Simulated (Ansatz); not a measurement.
# Te5W: the cost of one run

Computed with Ansatz 0.2.0 (DFT PBE, scalar-relativistic, plane waves, PAW, unless a step's input says otherwise).

1 further run of the same task is left out (it didn't finish).

### Step 1. The starting structure

It takes space group F-43m (No. 216, cubic). Conventional cell: a = 9.029 Å, b = 9.029 Å, c = 9.029 Å, α = 90.00°, β = 90.00°, γ = 90.00°. Around Te (site symmetry 3m) lie 9 Te at 3.19 to 3.74 Å and 3 W at 3.74 Å. Te (site symmetry -43m) is surrounded by 12 Te at 3.74 Å and 4 W at 3.91 Å. Around W (site symmetry -43m) lie 16 Te at 3.74 to 3.91 Å.

Coordinates:

```
Te W
1.0
     0.00000    4.51464    4.51464
     4.51464    0.00000    4.51464
     4.51464    4.51464    0.00000
Te W
5 1
Direct
  0.37500 0.37500 0.87500
  0.37500 0.87500 0.37500
  0.87500 0.37500 0.37500
  0.37500 0.37500 0.37500
  0.75000 0.75000 0.75000
  0.00000 0.00000 0.00000
```

A structure generator made this guess: species swapped into a database cell of DyCu5 (F-43m, No. 216), with W on the Dy sites and Te on the Cu sites. The dimensions are guesses.

### Step 2. A first look at the guess

Contents of input.yaml:

```yaml
crystal:
  lattice:
    - [0.0, 4.51464134, 4.51464134]
    - [4.51464134, 0.0, 4.51464134]
    - [4.51464134, 4.51464134, 0.0]
  atoms:
    - { symbol: Te, position: [0.375, 0.375, 0.875] }
    - { symbol: Te, position: [0.375, 0.875, 0.375] }
    - { symbol: Te, position: [0.875, 0.375, 0.375] }
    - { symbol: Te, position: [0.375, 0.375, 0.375] }
    - { symbol: Te, position: [0.75, 0.75, 0.75] }
    - { symbol: W, position: [0.0, 0.0, 0.0] }
basis:
  ecutwfc: 420
kpoints:
  mp_grid: { grid: [4, 4, 4] }
hamiltonian:
  xc: pbe
scf:
  occupations: { method: gaussian, width: 0.1 }
  lower_state_search: "off"
output:
  forces: true
  stress: true
  eigenvalues: true
```

Run with:

```
ansatz run input.yaml --threads 1 --pin off --max-ram 2560MiB --backend cpu --events-out ev --progress --plain --runs-dir out
```

**Question.** How long does this run take on 1 thread of Arm Neoverse V2, shared host, and how much memory does it need?

About 5.1 s, with a peak of 0.4 GiB.
